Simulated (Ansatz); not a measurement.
# CH7AlSeSi: one species, many methods

One table from this session's results is given with a row withheld; the runs are named, their logs left out.

Program: Ansatz 0.2.0, Gaussian basis. Level of theory: functionals in def2-TZVPP, the program's frozen cores in correlated methods. These are calculated values, not measurements.

Plan: PBE-D4, r2SCAN-D4, PBE0-D4, B3LYP-D4, ωB97X-V, ωB97M-V, B2PLYP; CCSD(T)/def2-TZVPP; MP2/def2-QZVPP; extrapolation to the limit.

## The relaxed structure

An earlier PBE0-D4 in a triple-zeta def2 set relaxation fixed the geometry.

SMILES `[AlH2][CH2][SiH2][SeH]`, 11 atoms, charge 0, spin multiplicity 1.

Atoms are counted from 1 here; the program's logs count them from 0.

Bond lengths: Al1–C2 2.010 Å, Al1–H5 1.590 Å, Al1–H6 1.592 Å, C2–Si3 1.830 Å, C2–H7 1.092 Å, C2–H8 1.093 Å, Si3–Se4 2.363 Å, Si3–H9 1.486 Å, Si3–H10 1.483 Å, Se4–H11 1.471 Å. Angles: C2–Al1–H5 118.0°, C2–Al1–H6 115.8°, H5–Al1–H6 122.0°, Al1–C2–Si3 97.9°, Al1–C2–H7 114.6°, Al1–C2–H8 110.3°, Si3–C2–H7 112.7°, Si3–C2–H8 111.5°, H7–C2–H8 109.4°, C2–Si3–Se4 101.7°, C2–Si3–H9 120.3°, C2–Si3–H10 114.5°, Se4–Si3–H9 106.1°, Se4–Si3–H10 101.5°, H9–Si3–H10 110.1°, Si3–Se4–H11 92.7°.

Set-up of the first run:

in.yaml reads:

```yaml
crystal:
  periodic: [false, false, false]
  atoms:
    - {symbol: Al, position_ang: [-1.202645, 0.999637, -0.045444]}
    - {symbol: C, position_ang: [0.647910, 0.660990, -0.752596]}
    - {symbol: Si, position_ang: [1.120426, -0.674300, 0.406877]}
    - {symbol: Se, position_ang: [-0.988503, -1.396619, 1.191023]}
    - {symbol: H, position_ang: [-2.429905, 0.801617, -1.037368]}
    - {symbol: H, position_ang: [-1.293346, 1.951230, 1.227581]}
    - {symbol: H, position_ang: [1.319264, 1.520919, -0.701812]}
    - {symbol: H, position_ang: [0.599127, 0.299289, -1.783292]}
    - {symbol: H, position_ang: [1.812921, -1.890389, -0.092411]}
    - {symbol: H, position_ang: [1.757893, -0.203094, 1.660507]}
    - {symbol: H, position_ang: [-1.277741, -2.126278, -0.052562]}
basis:
  gaussian: {orbitals: def2-TZVPP}
hamiltonian: {xc: pbe, dispersion: d4}
output: {forces: true, orbitals: {seedname: orbitals}}
```

Command:

```bash
$ ansatz run in.yaml --threads 4 --pin off --events-out ev --progress --plain --max-ram 10444MiB
```

Steps of the session up to this table: PBE-D4 (GGA); r2SCAN-D4 (meta-GGA); PBE0-D4 (hybrid); B3LYP-D4 (hybrid); ωB97X-V (range-separated); ωB97M-V (range-separated); B2PLYP (double hybrid); CCSD(T) in def2-TZVPP; MP2 in def2-QZVPP.

One table of the session follows, with a row left open; its other results are not shown here.

| method | atomisation energy (eV) |
| --- | --- |
| PBE-D4 | 34.894 |
| r2SCAN-D4 | 35.099 |
| PBE0-D4 | 34.742 |
| B3LYP-D4 | 34.809 |
| ωB97X-V | 35.177 |
| ωB97M-V | 34.977 |
| B2PLYP | 34.337 |
| HF/def2-TZVPP | 26.094 |
| MP2/def2-TZVPP | 34.179 |
| CCSD/def2-TZVPP | 33.743 |
| CCSD(T)/def2-TZVPP | ? |
| MP2/CBS | 35.113 |
| CCSD(T)/CBS | 35.101 |

Q: Estimate the row for CCSD(T)/def2-TZVPP from the others.

**Answer.** atomisation energy (eV): 34.167. In the column «atomisation energy (eV)» it lies between CCSD/def2-TZVPP (33.743) and MP2/def2-TZVPP (34.179).

To keep in mind: Free atoms (1 Al, 1 C, 1 Si, 1 Se, 7 H) were run apart at each level; the atomisation energy is their sum less the molecule, without zero-point or spin-orbit terms.
